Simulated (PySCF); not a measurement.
The system is CAlF2H3, in a box.

```xyz
7
Lattice="12.0000 0.0000 0.0000 0.0000 13.0000 0.0000 0.0000 0.0000 12.0000" Properties=species:S:1:pos:R:3 pbc="T T T"
C     5.5407    7.8034    5.6156
Al    6.0874    6.0214    6.0998
F     7.3075    5.7580    7.1698
F     5.3709    4.6799    5.4757
H     4.7185    7.7936    4.8982
H     5.2209    8.3621    6.4994
H     6.3754    8.3565    5.1761
```

Base run:

| Quantity | Value |
| --- | --- |
| Program | PySCF 2.14.0 |
| Functional | PBE0 |
| Dispersion | D3(BJ) |
| Potentials or basis | cc-pvdz (all-electron) |
| k mesh | 1 × 1 × 1 |
| Occupations | fixed |
| Spin | no spin polarisation |

Its results: gap between the frontier levels 8.99 eV.

After a change of settings the same cell gave: gap between the frontier levels 13.58 eV. Which change was it?
A. functional from PBE0 to wB97X; dispersion from D3(BJ) to none
B. functional from PBE0 to HSE06; dispersion from D3(BJ) to D4
C. functional from PBE0 to M06-L; dispersion from D3(BJ) to D4

A.

Caveats: this is a molecule in a periodic box at the Γ point, so its band gap is the HOMO-LUMO gap; the basis of atomic orbitals isn't converged, which shifts pressures, moduli and gaps.

Not every run made on this cell is shown here.
